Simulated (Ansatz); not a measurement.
# C2H7ClOSi: the cost of one run

Method: RKS r2SCAN/STO-3G, in Ansatz 0.2.0.

## Step 1: The starting structure

Bond lengths: Si1–O2 1.681 Å, O2–C3 1.412 Å, C3–C4 1.549 Å, C4–Cl5 1.740 Å, Si1–H6 1.428 Å, Si1–H7 1.452 Å, Si1–H8 1.513 Å, C3–H9 1.053 Å, C3–H10 1.147 Å, C4–H11 1.149 Å, C4–H12 1.085 Å. Angles (14 of 19 angles, heavy atoms first): Si1–O2–C3 116.7°, O2–C3–C4 111.3°, C3–C4–Cl5 113.1°, O2–Si1–H6 110.2°, O2–Si1–H7 108.5°, O2–Si1–H8 105.2°, O2–C3–H9 110.9°, O2–C3–H10 108.2°, C4–C3–H9 113.2°, C4–C3–H10 106.0°, C3–C4–H11 103.6°, C3–C4–H12 110.6°, Cl5–C4–H11 109.5°, Cl5–C4–H12 113.3°.

Structure file:

```xyz
12

Si   -1.1102   -0.5285    1.7114
O    -0.6127    0.3981    0.4001
C     0.3962   -0.1537   -0.4193
C     0.8317    0.8414   -1.5233
Cl    2.0491    0.1928   -2.5837
H    -0.0265   -0.7179    2.6217
H    -1.6587   -1.7770    1.2124
H    -2.1888    0.2882    2.3887
H     0.1008   -1.0904   -0.7979
H     1.3257   -0.3331    0.2292
H    -0.1347    1.0273   -2.1164
H     1.1050    1.7976   -1.0889
```

## Step 2: Preparing the start

File input.yaml:

```yaml
crystal:
  periodic: [false, false, false]
  atoms:
    - { symbol: Si, position_ang: [-1.1102, -0.5285, 1.7114] }
    - { symbol: O, position_ang: [-0.6127, 0.3981, 0.4001] }
    - { symbol: C, position_ang: [0.3962, -0.1537, -0.4193] }
    - { symbol: C, position_ang: [0.8317, 0.8414, -1.5233] }
    - { symbol: Cl, position_ang: [2.0491, 0.1928, -2.5837] }
    - { symbol: H, position_ang: [-0.0265, -0.7179, 2.6217] }
    - { symbol: H, position_ang: [-1.6587, -1.777, 1.2124] }
    - { symbol: H, position_ang: [-2.1888, 0.2882, 2.3887] }
    - { symbol: H, position_ang: [0.1008, -1.0904, -0.7979] }
    - { symbol: H, position_ang: [1.3257, -0.3331, 0.2292] }
    - { symbol: H, position_ang: [-0.1347, 1.0273, -2.1164] }
    - { symbol: H, position_ang: [1.105, 1.7976, -1.0889] }
basis:
  gaussian: { orbitals: STO-3G }
hamiltonian:
  xc: r2scan
relax:
  f_tol: 0.02
  max_steps: 40
scf:
  lower_state_search: "off"
```

Command:

```sh
$ ansatz run input.yaml --threads 1 --pin off --max-ram 2048MiB --backend cpu --events-out ev --progress --plain --runs-dir out
```

What time and memory should one allow on 1 thread of Intel Xeon Platinum 8375C at 2.90GHz (Ice Lake), shared host?

About 18 s, with a peak of 0.16 GiB.
